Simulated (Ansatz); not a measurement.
## Fe3Ge and its elements: a formation energy from the elements, step by step

Program: Ansatz's Python interface.

Notebook, run cell by cell (the value of a cell's last expression is shown):

**Cell 1**
```python
from collections import Counter
import warnings

import ansatz as az
import numpy as np
import pandas as pd
```

**Cell 2**
```python
PHASES = {
    "Fe3Ge": (
        [[0.0, 2.87558543, 2.87558543], [2.87558543, 0.0, 2.87558543], [2.87558543, 2.87558543, 0.0]],
        [
            ("Fe", [0.5, 0.5, 0.5]),
            ("Fe", [0.25, 0.25, 0.25]),
            ("Fe", [0.75, 0.75, 0.75]),
            ("Ge", [0.0, 0.0, 0.0]),
        ],
    ),
    "Fe": (
        [[-1.443, 1.443, 1.443], [1.443, -1.443, 1.443], [1.443, 1.443, -1.443]],
        [
            ("Fe", [0.0, 0.0, 0.0]),
        ],
    ),
    "Ge": (
        [[0.0, 2.82891, 2.82891], [2.82891, 0.0, 2.82891], [2.82891, 2.82891, 0.0]],
        [
            ("Ge", [0.0, 0.0, 0.0]),
            ("Ge", [0.25, 0.25, 0.25]),
        ],
    ),
}
MOMENTS = {"Fe": 3.5}  # parallel starting moments in muB
```

**Cell 3**
```python
def build(vectors, sites):
    crystal = az.Crystal(lattice=az.Lattice.of(vectors))
    for symbol, position in sites:
        crystal = crystal.atom(symbol, position)
    return crystal

POLARISED = {"Fe3Ge", "Fe"}
```

**Cell 4**
```python
def ground_state(name, crystal):
    calc = (
        crystal.calculation()
        .functional("r2scan")
        .basis(500)
        .kpoints(spacing=0.3)
        .occupations("gaussian", width=0.02)
        .stress()
    )
    if name in POLARISED:
        calc = calc.spin("collinear")
    calc = calc.relax(force_tolerance=0.02, cell=True)
    return calc.run(threads=1)
```

**Cell 5**
```python
def counts(outcome):
    return Counter(site.symbol for site in outcome.lattice.sites)
```

**Cell 6**
```python
def formation_energy(outcome, mu):
    n = counts(outcome)
    return (outcome.report["energy_sigma0_ev"] - sum(k * mu[element] for element, k in n.items())) / sum(n.values())
```

**Cell 7**
```python
def volume_per_atom(outcome):
    return abs(np.linalg.det(outcome.lattice.cell_ang)) / len(outcome.lattice.sites)
```

**Cell 8**
```python
warnings.simplefilter("ignore", az.DeckWarning)
```

**Cell 9**
```python
phases = {name: build(*cell) for name, cell in PHASES.items()}
for name in ["Fe3Ge", "Fe"]:
    phases[name] = phases[name].moments({e: m for e, m in MOMENTS.items() if e in phases[name].species()})
```

**Cell 10**
```python
done = {name: ground_state(name, crystal) for name, crystal in phases.items()}
```

**Cell 11**
```python
references = {"Fe": "Fe", "Ge": "Ge"}
mu = {element: done[name].report["energy_sigma0_ev"] / len(done[name].lattice.sites) for element, name in references.items()}
```

**Cell 12**
```python
target = done["Fe3Ge"]
heat = formation_energy(target, mu)
rows = [(name, len(o.lattice.sites), volume_per_atom(o), formation_energy(o, mu)) for name, o in done.items()]
print(pd.DataFrame(rows, columns=["phase", "atoms", "V (A^3/atom)", "E_form (eV/atom)"]).round(4).to_string(index=False))
```
Output:
```text
phase  atoms  V (A^3/atom)  E_form (eV/atom)
Fe3Ge      4       11.7981           -0.0063
   Fe      1       11.7084            0.0000
   Ge      2       22.8166            0.0000
```

What to keep in mind:
- The magnetic order follows from the starting moments and needn't be the lowest.
- r2SCAN tends to overestimate the moments of itinerant magnets.
- The cells come from databases of deposited and of computed structures, and not all need be stable phases.
- The compound is the structure given, not necessarily its lowest; energies are at zero temperature, with no correction for gases. Magnetic phases start from parallel moments and may not end in their lowest magnetic state. A semilocal functional's error on such energies is often 0.05 to 0.1 eV an atom, and 0.1 to 0.3 eV against gases such as O2 or F2.
- Timing: 62 s on 1 thread of Intel(R) Xeon(R) Platinum 8488C (Sapphire Rapids), with other jobs on the host, peak memory 0.67 GiB.

(Lines on the test bed's own set-up are left out of the output.)
